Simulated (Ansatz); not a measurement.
# SnH3 (doublet): B3LYP, wB97M-V over a scan of the distance Sn1–H4, def2-SVP

How well do these functionals follow the top wave-function level for SnH3 (doublet) over a scan of the distance Sn1–H4?

Method: def2-SVP, all electrons in the functionals; program: Ansatz 0.2.0, Gaussian basis.

To be run: B3LYP, wB97M-V, at 1.393 Å; 1.580 Å; 1.715 Å; 1.907 Å; 2.120 Å; 2.382 Å; 2.757 Å; 3.205 Å; 3.824 Å; 4.686 Å; 5.917 Å.

## 1. What is computed

The geometry derives from a PBE0/def2-TZVP stationary point (not a proven minimum). One bond is set to the value named and the two fragments are kept rigid. No spin-orbit coupling is included. Elements past krypton take def2 core potentials.

4 atoms, charge 0, spin multiplicity 2.

Atoms are counted from 1 here; the program's logs count them from 0.

Bond lengths: Sn1–H2 1.715 Å, Sn1–H3 1.715 Å, Sn1–H4 1.715 Å. Angles: H2–Sn1–H3 109.7°, H2–Sn1–H4 109.7°, H3–Sn1–H4 109.7°.

No dispersion term is added; wB97M-V holds VV10 nonlocal correlation. B3LYP takes the VWN-RPA correlation.

The geometry shown and the zero of energy belong to the point 1.715 Å. The yardstick, FCI, and other wave-function levels (R restricted, U unrestricted, valence and pair active spaces) come from earlier runs.

## 2. B3LYP, 1.393 Å

in.yaml reads:

```yaml
crystal:
  periodic: [false, false, false]
  atoms:
    - {symbol: Sn, position_ang: [-0.001196, -0.002185, -0.013174]}
    - {symbol: H, position_ang: [1.615790, 0.011331, 0.557705]}
    - {symbol: H, position_ang: [-0.824337, 1.392748, 0.550148]}
    - {symbol: H, position_ang: [-0.650568, -1.146732, 0.443749]}
basis:
  gaussian: {orbitals: def2-SVP}
magnetization: {spin_polarized: true, initial_magnetization: 1}
hamiltonian: {xc: {name: B3LYP}}
```

The run is started by

```
> ansatz run in.yaml --threads 1 --pin off --events-out ev --progress --plain --max-ram 4096MiB --backend cpu
```

After this run come: B3LYP, 1.580 Å; B3LYP, 1.715 Å; B3LYP, 1.907 Å; B3LYP, 2.120 Å; B3LYP, 2.382 Å; B3LYP, 2.757 Å; B3LYP, 3.205 Å; B3LYP, 3.824 Å; B3LYP, 4.686 Å; B3LYP, 5.917 Å; wB97M-V, 1.393 Å; wB97M-V, 1.580 Å; wB97M-V, 1.715 Å; wB97M-V, 1.907 Å; wB97M-V, 2.120 Å; wB97M-V, 2.382 Å; wB97M-V, 2.757 Å; wB97M-V, 3.205 Å; wB97M-V, 3.824 Å; wB97M-V, 4.686 Å; wB97M-V, 5.917 Å.

Q: Predict the results of all the runs planned. Wanted: span of the FCI curve; largest miss, B3LYP; largest miss, wB97M-V.

**Answer**, as computed:

```
             quantity                   value
span of the FCI curve            230.4 kJ/mol
  largest miss, B3LYP   -8.1 kJ/mol (3.205 Å)
largest miss, wB97M-V  +17.6 kJ/mol (2.757 Å)
```

In words: Of the functionals, B3LYP keep the smallest largest miss at the points compared (at most 8.1 kJ/mol) and wB97M-V strays most (17.6 kJ/mol, at 2.757 Å). Functionals and the yardstick converge differently with the basis, so part of each miss in def2-SVP is the basis.
